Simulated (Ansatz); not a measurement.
**BrClH₄Si (built from SMILES Br.[SiH3]Cl): search for a transition state**

Is there a first-order saddle for this four-centre ligand exchange, which should form Si1–Br7, H2–H6 and break Si1–H2, H6–Br7, and which two structures does it connect?

Method: PBE0-D4, def2-SVP first, then def2-TZVP; program: Ansatz 0.2.0, Gaussian basis.

152 further runs of the same task are left out: 152 set aside as unsound or not needed.

## (1) Where the work starts

The guess: 7 atoms, charge 0, spin multiplicity 1.

Atoms are counted from 1 here; the program's logs count them from 0.

Bond lengths: Si1–H3 1.444 Å, Si1–H4 1.443 Å, Si1–Cl5 2.031 Å. Angles: H3–Si1–H4 132.1°, H3–Si1–Cl5 106.0°, H4–Si1–Cl5 105.9°.

Geometry (Å):

```xyz
7
charge 0, multiplicity 1
Si   -0.6379   -0.1399    0.2894
H     0.6335   -0.2223   -1.1652
H    -0.1437   -1.0518    1.2937
H    -1.0732    1.2345    0.3595
Cl   -2.1038   -1.1390   -0.7005
H     1.4520    0.2010   -0.9439
Br    1.8732    1.1175    0.8671
```

Distances that are to change: Si1–Br7 2.87 Å, H2–H6 0.95 Å, Si1–H2 1.93 Å, H6–Br7 2.07 Å.

## (2) Constrained relaxation of the guess

File hold/in.yaml:

```yaml
crystal:
  periodic: [false, false, false]
  atoms:
    - {symbol: Si, position_ang: [-0.637900, -0.139900, 0.289400]}
    - {symbol: H, position_ang: [0.633500, -0.222300, -1.165200]}
    - {symbol: H, position_ang: [-0.143700, -1.051800, 1.293700]}
    - {symbol: H, position_ang: [-1.073200, 1.234500, 0.359500]}
    - {symbol: Cl, position_ang: [-2.103800, -1.139000, -0.700500]}
    - {symbol: H, position_ang: [1.452000, 0.201000, -0.943900]}
    - {symbol: Br, position_ang: [1.873200, 1.117500, 0.867100]}
basis:
  gaussian: {orbitals: def2-SVP}
hamiltonian: {xc: pbe0, dispersion: d4}
relax: {f_tol: 0.04, max_steps: 150, escape_saddle: false, constraints: [{distance: [0, 6]}, {distance: [1, 5]}, {distance: [0, 1]}, {distance: [5, 6]}]}
```

On the command line:

```bash
$ ansatz run in.yaml --threads 4 --pin off --events-out ev --progress --plain --max-ram 9574MiB
```

Further steps of the session: Force constants to start from; Saddle search in the small basis; Saddle search in triple zeta; Checking the order of the point; Relaxing after a step of 0.30 Å one way along the mode; Relaxing after a step of 0.30 Å the other way along the mode.

Q: Predict the outcome of this session. Wanted: imaginary mode; barrier from the start side; barrier from the end side; energy of the step; pairs that change; zero-point energy at the saddle.

**Answer**, as computed:

| quantity | value |
| --- | --- |
| imaginary mode | 612i cm⁻¹ |
| barrier from the start side | 1.237 eV |
| barrier from the end side | 1.967 eV |
| energy of the step | -0.730 eV |
| pairs that change | Si1–Br7 formed, H2–H6 formed, Si1–H2 broken, H6–Br7 broken |
| zero-point energy at the saddle | 0.922 eV |

In words: The point has a single imaginary mode (612i cm⁻¹), as a transition state must. It joins the planned start and end. At PBE0-D4/def2-TZVP the electronic barrier is 1.237 eV, about 48 kT at 298 K, and the step runs 0.730 eV downhill. A step off the saddle overshot and began above it in energy, so the link to its end is likely but not proven.
